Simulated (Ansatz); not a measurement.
# CH3BClFO: how energies converge with the basis set

How large a basis does CH3BClFO need? Two functionals are run in growing sets.

The runs use Ansatz 0.2.0, Gaussian basis; one geometry, several basis sets.

Plan: PBE0-D4/def2-SVP; ωB97M-V/def2-SVP; PBE0-D4/def2-QZVPP; ωB97M-V/def2-QZVPP; the functionals' def2-TZVPP values are taken from earlier runs.

### Step 1. The relaxed structure

The geometry comes from an earlier relaxation with PBE0-D4 in a triple-zeta def2 set; it is a stationary point, not always the lowest conformer.

SMILES `BC(O)(F)Cl`, 8 atoms, charge 0, spin multiplicity 1.

Atoms are counted from 1 here; the program's logs count them from 0.

Bond lengths: B1–C2 1.545 Å, B1–H6 1.192 Å, B1–H7 1.187 Å, C2–O3 1.458 Å, C2–F4 1.346 Å, C2–Cl5 1.742 Å, O3–H8 0.968 Å. Angles: C2–B1–H6 116.5°, C2–B1–H7 119.5°, H6–B1–H7 123.9°, B1–C2–O3 74.1°, B1–C2–F4 121.2°, B1–C2–Cl5 125.0°, O3–C2–F4 108.7°, O3–C2–Cl5 110.1°, F4–C2–Cl5 109.4°, C2–O3–H8 107.1°.

### Step 2. PBE0-D4 in def2-SVP

Contents of in.yaml:

```yaml
crystal:
  periodic: [false, false, false]
  atoms:
    - {symbol: B, position_ang: [-0.496727, 0.835931, 0.196684]}
    - {symbol: C, position_ang: [0.656000, -0.125712, -0.169042]}
    - {symbol: O, position_ang: [-0.573104, -0.892271, -0.337222]}
    - {symbol: F, position_ang: [1.403686, -0.711802, 0.783820]}
    - {symbol: Cl, position_ang: [1.548083, -0.091841, -1.664662]}
    - {symbol: H, position_ang: [-0.796518, 0.892223, 1.348882]}
    - {symbol: H, position_ang: [-0.991579, 1.504401, -0.650038]}
    - {symbol: H, position_ang: [-0.657639, -1.468131, 0.435879]}
basis:
  gaussian: {orbitals: def2-SVP}
hamiltonian: {xc: pbe0, dispersion: d4}
output: {orbitals: {seedname: orbitals}}
```

The runs that follow: ωB97M-V in def2-SVP; PBE0-D4 in def2-QZVPP; ωB97M-V in def2-QZVPP.

Q: Predict the results of all the runs planned. Wanted: PBE0-D4: double and triple zeta above quadruple; ωB97M-V: double and triple zeta above quadruple.

**Answer**, as computed:

| quantity | value |
| --- | --- |
| PBE0-D4: double and triple zeta above quadruple | 12.81, 0.71 eV |
| ωB97M-V: double and triple zeta above quadruple | 12.93, 0.67 eV |

**Reading.** PBE0-D4 gains 12.10 eV from double to triple zeta, then 0.71 eV more. Total energies overstate the basis error of differences, where much of it tends to cancel. The LUMO of ωB97M-V is positive and keeps falling with the basis (1.95 to 0.94 eV): an unbound level that the basis holds in place.
